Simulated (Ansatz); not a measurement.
# Si: an axial (c/a) deformation path

One table from this session's results is given with a row withheld; the runs are named, their logs left out.

This is Si in the hcp structure; at room conditions it is diamond.

Program: Ansatz 0.2.0. Level of theory: DFT r2SCAN, scalar-relativistic, plane waves, PAW. These are calculated values, not measurements.

1 further run of the same task is left out (set aside as unsound or not needed).

## The system as given

Symmetry: P6_3/mmc, No. 194, hexagonal system. Conventional cell: a = 2.666 Å, b = 2.666 Å, c = 4.506 Å, α = 90.00°, β = 90.00°, γ = 120.00°. Around Si (site symmetry -6m2) lie 12 Si at 2.67 to 2.73 Å.

Coordinates:

```xyz
2
Lattice="2.6656 0.0000 0.0000 -1.3328 2.3085 0.0000 0.0000 0.0000 4.5063" Properties=species:S:1:pos:R:3 pbc="T T T"
Si    0.0000    1.5390    1.1266
Si    1.3328    0.7695    3.3797
```

The structure comes from the Materials Project (structure only).

Set-up of the first run:

The input, input.yaml:

```yaml
crystal:
  lattice:
    - [2.6655775094, 0.0, 0.0]
    - [-1.3327887547, 2.3084578389, 0.0]
    - [0.0, 0.0, 4.50626927]
  atoms:
    - { symbol: Si, position: [0.33333333, 0.66666667, 0.25] }
    - { symbol: Si, position: [0.66666667, 0.33333333, 0.75] }
basis:
  ecutwfc: 500
kpoints:
  mp_grid: { grid: [9, 9, 4] }
hamiltonian:
  xc: r2scan
scf:
  occupations: { method: gaussian, width: 0.1 }
output:
  forces: true
  stress: true
  eigenvalues: true
```

Run with:

```sh
ansatz run input.yaml --threads 1 --pin off --max-ram 1228MiB --backend cpu --events-out ev --progress --plain --runs-dir out
```

Among the steps run: Probe: one point at the start; The undisturbed cell; At ρ = 0.850; Point ρ = 1.200; At ρ = 0.920; ρ = 1.100; At ρ = 0.960; At ρ = 1.050; ρ = 0.800.

One of the session's tables, all rows but one given; the rest of the session is left out.

Collected from the runs (energy zero: the undisturbed cell):

```
    ρ  ΔE (meV/atom)  pressure (GPa)
0.800           63.3             3.5
0.850           41.4             1.4
0.920           16.1            -0.5
0.960              ?               ?
1.000            0.0            -1.1
1.050            2.9            -0.7
1.100           12.6             0.3
1.200           61.6             3.7
```

Estimate the missing values for ρ = 0.960.

Worked estimate for «ΔE (meV/atom)». A straight line through the neighbours (0.920, 16.1) and (1.000, 0.0) gives 16.1 + (0.0 − 16.1) × (0.960 − 0.920) / (1.000 − 0.920) = 8.1; a parabola fitted to 4 rows on both sides gives 5.9.

The run gave: ΔE (meV/atom): 6.7; pressure (GPa): -1.1. In «ΔE (meV/atom)» the line misses by +1.4 and the parabola by -0.8.
